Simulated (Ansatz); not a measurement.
# CH4ClFGe: up Jacob's ladder to CCSD(T)

Aim: compute CH4ClFGe with functionals from several rungs and with coupled cluster. The yardstick is the atomisation energy at the CCSD(T) limit.

Method: functionals in def2-TZVPP, the program's frozen cores in correlated methods; program: Ansatz 0.2.0, Gaussian basis.

Levels to be run: PBE-D4, r2SCAN-D4, PBE0-D4, B3LYP-D4, ωB97X-V, ωB97M-V, B2PLYP; CCSD(T)/def2-TZVPP; MP2/def2-QZVPP; extrapolation to the limit.

## Step 1: Structure used throughout

All runs share one geometry, relaxed beforehand with PBE0-D4 in a triple-zeta def2 set.

SMILES `F[CH2][GeH2][Cl]`, 8 atoms, charge 0, spin multiplicity 1.

Atoms are counted from 1 here; the program's logs count them from 0.

Bond lengths: F1–C2 1.380 Å, C2–Ge3 1.969 Å, C2–H5 1.093 Å, C2–H6 1.095 Å, Ge3–Cl4 2.155 Å, Ge3–H7 1.536 Å, Ge3–H8 1.532 Å. Angles: F1–C2–Ge3 110.6°, F1–C2–H5 108.8°, F1–C2–H6 108.7°, Ge3–C2–H5 110.0°, Ge3–C2–H6 109.9°, H5–C2–H6 108.8°, C2–Ge3–Cl4 107.8°, C2–Ge3–H7 110.4°, C2–Ge3–H8 111.7°, Cl4–Ge3–H7 107.0°, Cl4–Ge3–H8 107.3°, H7–Ge3–H8 112.4°.

## Step 2: PBE-D4 (GGA)

in.yaml reads:

```yaml
crystal:
  periodic: [false, false, false]
  atoms:
    - {symbol: F, position_ang: [-1.316349, 0.416362, 1.388639]}
    - {symbol: C, position_ang: [-0.474396, 0.845281, 0.382668]}
    - {symbol: Ge, position_ang: [0.603809, -0.651963, -0.304604]}
    - {symbol: Cl, position_ang: [-0.699394, -1.928487, -1.451412]}
    - {symbol: H, position_ang: [-1.076771, 1.273053, -0.423292]}
    - {symbol: H, position_ang: [0.182959, 1.623737, 0.783907]}
    - {symbol: H, position_ang: [1.687044, -0.135979, -1.263759]}
    - {symbol: H, position_ang: [1.185297, -1.499202, 0.832152]}
basis:
  gaussian: {orbitals: def2-TZVPP}
hamiltonian: {xc: pbe, dispersion: d4}
output: {forces: true, orbitals: {seedname: orbitals}}
```

The run is started by

```sh
$ ansatz run in.yaml --threads 4 --pin off --events-out ev --progress --plain --max-ram 10444MiB
```

Further steps of the session: r2SCAN-D4 (meta-GGA); PBE0-D4 (hybrid); B3LYP-D4 (hybrid); ωB97X-V (range-separated); ωB97M-V (range-separated); B2PLYP (double hybrid); CCSD(T) in def2-TZVPP; MP2 in def2-QZVPP.

Before running them: what should the planned runs give, taken together? Wanted: atomisation energy, CCSD(T)/CBS; farthest; mean size of error, hybrid; mean size of error, range-separated; gap, smallest and largest; T1 diagnostic; triples share of the correlation energy.

As calculated:

| quantity | value |
| --- | --- |
| atomisation energy, CCSD(T)/CBS | 2552.6 kJ/mol |
| functionals within 25.5 kJ/mol (1.0 %) | r2SCAN-D4, PBE0-D4, ωB97X-V, ωB97M-V |
| farthest | B2PLYP (-44.2 kJ/mol) |
| mean size of error, hybrid | 20.2 kJ/mol |
| mean size of error, range-separated | 9.1 kJ/mol |
| gap, smallest and largest | 6.00 eV (PBE-D4), 12.83 eV (ωB97X-V) |
| T1 diagnostic | 0.0105 |
| triples share of the correlation energy | 3.5 % |

PBE-D4 misses by +28.8 kJ/mol. Double hybrids carry the basis error of their MP2 part in triple zeta, and no dispersion term here, so their miss is partly the set-up's. Misses under about 25.5 kJ/mol are within the doubt on the reference itself, which lacks core-valence correlation, relativity and higher excitations, and its outer-core shells are covered unevenly. Hartree-Fock recovers 72 % of the binding; the rest is correlation. Orbital gaps span 6.0 to 12.8 eV; exact exchange widens them. Correlated methods include outer-core shells of Ge, which these sets cover unevenly.
